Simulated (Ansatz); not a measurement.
# C2H6AlO (charge +1): two geometries relaxed, part 1 of 2

Are the two ends of the shift of H8 from O3 to C2 separate minima, and which lies lower? Each is relaxed from a guess. SMILES of the start: C[C](=[OH+])[AlH2].

Program: Ansatz 0.2.0. Level of theory: RKS BHLYP-D4/def2-mTZVP. These are calculated values, not measurements.

### 1 The system as given

Bond lengths: C1–C2 1.455 Å, C2–O3 1.272 Å, C2–Al4 2.096 Å, C1–H5 1.099 Å, C1–H6 1.100 Å, C1–H7 1.090 Å, O3–H8 0.983 Å, Al4–H9 1.527 Å, Al4–H10 1.540 Å. Angles: C1–C2–O3 117.5°, C1–C2–Al4 118.9°, O3–C2–Al4 123.6°, C2–C1–H5 108.4°, C2–C1–H6 108.3°, C2–C1–H7 114.2°, H5–C1–H6 103.0°, H5–C1–H7 111.1°, H6–C1–H7 111.1°, C2–O3–H8 115.8°, C2–Al4–H9 115.5°, C2–Al4–H10 112.2°, H9–Al4–H10 132.3°.

As a file:

```xyz
10

C    -0.7627   -0.1319   -1.1873
C     0.1068   -0.4495   -0.0646
O     0.5557   -1.6368    0.0138
Al    0.5523    1.0523    1.3283
H    -0.3352    0.7270   -1.7244
H    -1.7069    0.2688   -0.7912
H    -0.9436   -0.9677   -1.8634
H     1.1401   -1.8235    0.7821
H    -0.0858    2.4125    1.0565
H     1.4793    0.5488    2.4500
```

### 2 Relaxing end A

input.yaml

```yaml
crystal:
  periodic: [false, false, false]
  atoms:
    - { symbol: C, position_ang: [-0.76268, -0.13186, -1.18727] }
    - { symbol: C, position_ang: [0.10676, -0.44947, -0.06463] }
    - { symbol: O, position_ang: [0.55569, -1.63677, 0.01385] }
    - { symbol: Al, position_ang: [0.55227, 1.05227, 1.32835] }
    - { symbol: H, position_ang: [-0.33521, 0.72699, -1.72435] }
    - { symbol: H, position_ang: [-1.70687, 0.26879, -0.79118] }
    - { symbol: H, position_ang: [-0.9436, -0.96775, -1.86339] }
    - { symbol: H, position_ang: [1.14006, -1.82348, 0.7821] }
    - { symbol: H, position_ang: [-0.08575, 2.41247, 1.05653] }
    - { symbol: H, position_ang: [1.47933, 0.5488, 2.45] }
total_charge: 1
basis:
  gaussian: { orbitals: def2-mTZVP }
hamiltonian:
  xc: { name: BHLYP }
  dispersion: d4
relax:
  f_tol: 0.02
  max_steps: 50
output:
  orbitals: {}
```

On the command line:

```sh
> ansatz run input.yaml --threads 2 --pin off --max-ram 3072MiB --backend cpu --events-out ev --progress --plain --runs-dir out
```

The program printed:

```text
Warning: RAYON_NUM_THREADS=2 ignored (pool sized by the plan → 2); use --threads N
The last accepted step is kept in <dir> (removed where the run ends without a failure and the disk answers)
Engine: ansatz 0.2.0, aarch64-unknown-linux-gnu
Functional definition: BHLYP
  parameter a = 0.5
  exchange = (1 - a)*b88_x + a*exact_x
  correlation = lyp_c
1033 factors; integrals over basis functions are off by at most 5.4e-4 eV
mean field evaluation 1: about -10797.8055 eV, gradient 6.6e1 eV
mean field evaluation 2: about -10798.2591 eV, gradient 6.6e1 eV
mean field evaluation 4: about -10806.1489 eV, gradient 2.7e0 eV
mean field evaluation 8: about -10806.3032 eV, gradient 1.9e-1 eV
mean field evaluation 16: about -10806.3032 eV, gradient 1.6e-5 eV
mean field -10806.30324612 eV, -397.1243195195 hartree, gradient 1.6e-5 eV, S^2 0.000000; 0 other end points of the search recorded, 0 dependent functions left out
the calculation of the forces begins
reference -10806.30342116 eV, -397.1243259521 hartree; 19, 19 occupied and 83, 83 virtual orbitals, 1033 factors
relax step   1: F+E_penalty+E_count = -10806.47301027 eV  Δ(F+E_penalty+E_count) = +0.000e0 eV  max|allowed force component| = 5.808e-1 eV/Å  Δτ_max = 0.0000 Å  (28 SCF iters, accepted)
these checks for a lower state are left out or cut short: starts, cluster_reference, orbital_swaps, neighbouring_geometries, increment
1033 factors; integrals over basis functions are off by at most 5.3e-4 eV
mean field -10806.35775357 eV, -397.1263226315 hartree, gradient 4.0e-5 eV, S^2 0.000000; 0 other end points of the search recorded, 0 dependent functions left out
the calculation of the forces begins
reference -10806.35792879 eV, -397.1263290707 hartree; 19, 19 occupied and 83, 83 virtual orbitals, 1033 factors
relax step   2: F+E_penalty+E_count = -10806.52753435 eV  Δ(F+E_penalty+E_count) = -5.452e-2 eV  max|allowed force component| = 1.914e-1 eV/Å  Δτ_max = 0.0925 Å  (32 SCF iters, accepted)
these checks for a lower state are left out or cut short: starts, cluster_reference, orbital_swaps, neighbouring_geometries, increment
1033 factors; integrals over basis functions are off by at most 5.3e-4 eV
mean field -10806.36328684 eV, -397.1265259754 hartree, gradient 4.0e-5 eV, S^2 0.000000; 0 other end points of the search recorded, 0 dependent functions left out
the calculation of the forces begins
reference -10806.36346219 eV, -397.1265324192 hartree; 19, 19 occupied and 83, 83 virtual orbitals, 1033 factors
relax step   3: F+E_penalty+E_count = -10806.53297432 eV  Δ(F+E_penalty+E_count) = -5.440e-3 eV  max|allowed force component| = 5.958e-2 eV/Å  Δτ_max = 0.0485 Å  (32 SCF iters, accepted)
these checks for a lower state are left out or cut short: starts, cluster_reference, orbital_swaps, neighbouring_geometries, increment
1033 factors; integrals over basis functions are off by at most 5.3e-4 eV
mean field evaluation 32: about -10806.2217 eV, gradient 1.2e0 eV
mean field -10806.36579017 eV, -397.1266179710 hartree, gradient 4.0e-5 eV, S^2 0.000000; 0 other end points of the search recorded, 0 dependent functions left out
the calculation of the forces begins
reference -10806.36596566 eV, -397.1266244199 hartree; 19, 19 occupied and 83, 83 virtual orbitals, 1033 factors
relax step   4: F+E_penalty+E_count = -10806.53522202 eV  Δ(F+E_penalty+E_count) = -2.248e-3 eV  max|allowed force component| = 7.200e-2 eV/Å  Δτ_max = 0.0336 Å  (32 SCF iters, accepted)
these checks for a lower state are left out or cut short: starts, cluster_reference, orbital_swaps, neighbouring_geometries, increment
1033 factors; integrals over basis functions are off by at most 5.2e-4 eV
mean field -10806.36788804 eV, -397.1266950661 hartree, gradient 4.0e-5 eV, S^2 0.000000; 0 other end points of the search recorded, 0 dependent functions left out
the calculation of the forces begins
reference -10806.36806376 eV, -397.1267015240 hartree; 19, 19 occupied and 83, 83 virtual orbitals, 1033 factors
relax step   5: F+E_penalty+E_count = -10806.53702845 eV  Δ(F+E_penalty+E_count) = -1.806e-3 eV  max|allowed force component| = 3.394e-2 eV/Å  Δτ_max = 0.0578 Å  (32 SCF iters, accepted)
these checks for a lower state are left out or cut short: starts, cluster_reference, orbital_swaps, neighbouring_geometries, increment
1033 factors; integrals over basis functions are off by at most 5.3e-4 eV
mean field -10806.36811755 eV, -397.1267035004 hartree, gradient 2.9e-5 eV, S^2 0.000000; 0 other end points of the search recorded, 0 dependent functions left out
the calculation of the forces begins
reference -10806.36829327 eV, -397.1267099583 hartree; 19, 19 occupied and 83, 83 virtual orbitals, 1033 factors
relax step   6: F+E_penalty+E_count = -10806.53725073 eV  Δ(F+E_penalty+E_count) = -2.223e-4 eV  max|allowed force component| = 1.857e-2 eV/Å  Δτ_max = 0.0158 Å  (26 SCF iters, accepted)
1033 factors; integrals over basis functions are off by at most 5.3e-4 eV
mean field evaluation 64: about -10806.3681 eV, gradient 1.5e-2 eV
mean field -10806.36811755 eV, -397.1267035004 hartree, gradient 2.9e-5 eV, S^2 0.000000; 1 other end points of the search recorded, 0 dependent functions left out
the calculation of the forces begins
reference -10806.36829327 eV, -397.1267099583 hartree; 19, 19 occupied and 83, 83 virtual orbitals, 1033 factors
Total energy: -10806.53742645 eV, -397.1329254880 hartree
Atom 0 at    -0.775503    -0.151234    -1.215600 Å, force     0.012800    -0.013147     0.013121 eV/Å
Atom 1 at     0.084570    -0.365695    -0.055494 Å, force    -0.007442    -0.005467    -0.018570 eV/Å
Atom 2 at     0.545734    -1.545156     0.044615 Å, force     0.003953     0.016123     0.015356 eV/Å
Atom 3 at     0.577958     1.077407     1.377674 Å, force    -0.009236    -0.000163    -0.003762 eV/Å
Atom 4 at    -0.367877     0.670047    -1.803761 Å, force    -0.000465     0.000954     0.002308 eV/Å
Atom 5 at    -1.742630     0.211140    -0.869216 Å, force     0.001647     0.001729     0.000726 eV/Å
Atom 6 at    -0.895590    -1.034832    -1.826040 Å, force    -0.002256     0.006925     0.000159 eV/Å
Atom 7 at     1.116050    -1.688950     0.813366 Å, force    -0.005119    -0.000353    -0.007850 eV/Å
Atom 8 at    -0.050157     2.471454     1.139083 Å, force     0.001549    -0.001713    -0.002043 eV/Å
Atom 9 at     1.507446     0.355808     2.395383 Å, force     0.004569    -0.004888     0.000555 eV/Å
Dipole moment:     0.065656     0.049738     0.119111 e Å
```

Wall time 16 s (2 threads of Arm Neoverse V1, shared host); peak memory 0.2 GiB.

The steps of the relaxation:

```csv
step,energy from step 1 (eV),largest force component (eV/Å)
1,0.0000,0.5808
2,-0.0545,0.1914
3,-0.0600,0.0596
4,-0.0622,0.0720
5,-0.0640,0.0339
6,-0.0642,0.0186
```

Step 1 is the start.

After: Bond lengths: C1–C2 1.460 Å, C2–O3 1.270 Å, C2–Al4 2.093 Å, C1–H5 1.089 Å, C1–H6 1.089 Å, C1–H7 1.081 Å, O3–H8 0.968 Å, Al4–H9 1.548 Å, Al4–H10 1.556 Å. Angles: C1–C2–O3 114.4°, C1–C2–Al4 125.6°, O3–C2–Al4 120.0°, C2–C1–H5 108.6°, C2–C1–H6 108.6°, C2–C1–H7 113.2°, H5–C1–H6 104.7°, H5–C1–H7 110.7°, H6–C1–H7 110.7°, C2–O3–H8 114.5°, C2–Al4–H9 114.8°, C2–Al4–H10 105.6°, H9–Al4–H10 139.6°.

(Continued in part 2 of 2.)
